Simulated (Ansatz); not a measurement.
# CH2BN: interaction energy of a dimer with the counterpoise correction

How strongly do two molecules of CH2BN bind, and how much of that is basis error? A script is to give the interaction energy of a dimer with the counterpoise correction; the system is CH2BN. SMILES: BC#N.

Program: Ansatz 0.2.0 through its Python package. Level of theory: PBE0/def2-SVPD. These are calculated values, not measurements.

## 1. The system

Bond lengths: B1–C2 1.476 Å, C2–N3 1.136 Å, B1–H4 1.172 Å, B1–H5 1.206 Å. Angles: B1–C2–N3 179.0°, C2–B1–H4 122.6°, C2–B1–H5 122.6°, H4–B1–H5 114.7°.

No structure file is read: the coordinates are typed or built in the script.

## 2. Script

dimer.py reads:

```python
import ansatz

BASIS = "def2-SVPD"
FUNCTIONAL = "pbe0"

FIRST = [
    ("B", (-0.198, 0.4178, -0.3181)),
    ("C", (0.3449, -0.6824, 0.5018)),
    ("N", (0.7647, -1.5398, 1.1171)),
    ("H", (-0.7484, 0.2346, -1.3366)),
    ("H", (-0.1634, 1.5697, 0.0359)),
]
SECOND = [
    ("B", (2.3188, -1.888, -1.7569)),
    ("C", (1.3681, -1.8795, -2.8853)),
    ("N", (0.6495, -1.8812, -3.7649)),
    ("H", (3.4808, -1.8724, -1.9096)),
    ("H", (1.9612, -1.8508, -0.6062)),
]

def energy(atoms, ghosts=()):
    molecule = ansatz.Crystal.molecule()
    for symbol, xyz in atoms:
        molecule = molecule.atom(symbol, xyz)
    calc = (
        molecule.calculation()
        .basis(gaussian=BASIS)
        .functional(FUNCTIONAL)
    )
    deck = calc.input()
    if ghosts:
        deck = deck.set(ansatz.key.basis.gaussian.ghost_atoms, [{"symbol": s, "position_ang": list(xyz)} for s, xyz in ghosts])
    return ansatz.Session.from_dict(deck).plan().execute().report["free_energy_ev"]

both = energy(FIRST + SECOND)
alone = energy(FIRST) + energy(SECOND)
ghosted = energy(FIRST, SECOND) + energy(SECOND, FIRST)
print(f"dimer {both:.6f} eV")
print(f"interaction, uncorrected   {(both - alone):8.3f} eV")
print(f"interaction, counterpoise  {(both - ghosted):8.3f} eV")
print(f"basis-set superposition    {(alone - ghosted):8.3f} eV")
```

## 3. What the engine is handed

The package turns the script's settings into the engine's input (first run):

```yaml
crystal:
  periodic: [false, false, false]
  atoms:
    - { symbol: B, position_ang: [-0.198, 0.4178, -0.3181] }
    - { symbol: C, position_ang: [0.3449, -0.6824, 0.5018] }
    - { symbol: "N", position_ang: [0.7647, -1.5398, 1.1171] }
    - { symbol: H, position_ang: [-0.7484, 0.2346, -1.3366] }
    - { symbol: H, position_ang: [-0.1634, 1.5697, 0.0359] }
    - { symbol: B, position_ang: [2.3188, -1.888, -1.7569] }
    - { symbol: C, position_ang: [1.3681, -1.8795, -2.8853] }
    - { symbol: "N", position_ang: [0.6495, -1.8812, -3.7649] }
    - { symbol: H, position_ang: [3.4808, -1.8724, -1.9096] }
    - { symbol: H, position_ang: [1.9612, -1.8508, -0.6062] }
basis:
  gaussian:
    orbitals: def2-SVPD
hamiltonian:
  xc: pbe0
```

## 4. The run

Started as:

```console
$ python dimer.py
```

**Question.** How large is the interaction at this pose, and how much of it is basis-set superposition?

As calculated:

```
                        quantity     value
 interaction energy, uncorrected  0.247 eV
interaction energy, counterpoise  0.274 eV
                   runs compared         5
```

**Reading.** The pair is unbound at this geometry and level. Uncorrected it is 0.247 eV, with the counterpoise correction 0.274 eV; the difference, 0.03 eV, is the superposition error. The pose is repulsive. The dimer is a generated trial pose of unrelaxed monomers, not a minimum, so the figure is no binding energy, and the basis set is small. This level lacks the dispersion part of the attraction (electrostatics and induction are there), which can decide the sign where the interaction is weak.
